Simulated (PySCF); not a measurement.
# HfOH₂: a ladder of methods

How much do the numbers for HfOH₂ (singlet) hang on the method? All levels run at one geometry, the PBE0 minimum.

Computed with PySCF 2.14.0. Level: several methods, basis Hf def2-TZVP with ECP60, O def2-TZVP, H def2-TZVP, scalar-relativistic core potentials, no spin–orbit coupling, density fitting.

## (1) The system as given

4 atoms, charge 0, spin multiplicity 1.

Bond lengths: Hf1–O2 1.737 Å, Hf1–H3 1.863 Å, Hf1–H4 1.863 Å. Angles: O2–Hf1–H3 104.7°, O2–Hf1–H4 104.7°, H3–Hf1–H4 109.0°.

Coordinates in bohr (charge 0 multiplicity 1):
```
Hf    0.1161    0.2011   -0.1072
O    -1.4163   -2.4531    1.0692
H     3.3438    0.0585    1.2902
H    -1.6213    2.9251    1.2902
```

## (2) PBE0

The steps are one call of a driver around PySCF; scf.py gives each level's set-up. Each SCF starts from the density of the minimum. The driver also runs the species with one electron less or more at the same geometry (cation multiplicity 2, anion multiplicity 2); their logs are not shown.

scf.py reads:

```python
from pyscf import gto, scf, dft
mol = gto.M(atom='''
Hf     0.061442     0.106420    -0.056744
O     -0.749470    -1.298122     0.565812
H      1.769489     0.030961     0.682732
H     -0.857933     1.547903     0.682732''',
    basis={'Hf': 'def2-TZVP', 'O': 'def2-TZVP', 'H': 'def2-TZVP'},
    ecp={'Hf': 'def2-TZVP'},
    charge=0, spin=0)
mf = dft.RKS(mol, xc='PBE0')
mf.grids.atom_grid = (99, 590)
aux = {'Hf': 'def2-universal-JKFIT', 'O': 'def2-universal-JKFIT', 'H': 'def2-universal-JKFIT'}
mf = mf.density_fit(auxbasis=aux)
mf.kernel()
```

## (3) HF

scf.py: that of step 2 with these lines changed.

```diff
@@ -10,2 +10 @@
-mf = dft.RKS(mol, xc='PBE0')
-mf.grids.atom_grid = (99, 590)
+mf = scf.RHF(mol)
```

## (4) MP2

scf.py: that of step 3 with these lines changed.

```diff
@@ -13,0 +14,2 @@
+from pyscf.mp import dfmp2
+dfmp2.DFMP2(mf, frozen=1).kernel()  # the driver gives MP2 a fitting basis of its own (RI)
```

## (5) PBE

scf.py: that of step 4 with these lines changed.

```diff
@@ -10 +10,2 @@
-mf = scf.RHF(mol)
+mf = dft.RKS(mol, xc='PBE')
+mf.grids.atom_grid = (99, 590)
@@ -14,2 +14,0 @@
-from pyscf.mp import dfmp2
-dfmp2.DFMP2(mf, frozen=1).kernel()  # the driver gives MP2 a fitting basis of its own (RI)
```

(Steps that only read results are left out.)

Before running it: what results should come out? Wanted: atomisation energy, range; vertical ionisation energy, range; vertical electron affinity, range; gap, range.

**Answer**, as computed:

| quantity | value |
| --- | --- |
| atomisation energy, range | 855 (HF) to 1375 (PBE) kJ/mol |
| vertical ionisation energy, range | 9.90 (PBE) to 10.19 (PBE0) eV |
| vertical electron affinity, range | 1.01 (MP2) to 1.15 (PBE0) eV |
| gap, range | 3.11 (PBE) to 10.47 (HF) eV |

**Reading.** The atomisation energy spreads over 520 kJ/mol, from HF to PBE; without a CCSD(T) value for it there is no yardstick here. Without diffuse functions electron affinities tend to come out too low. A two-component treatment could change these values noticeably.
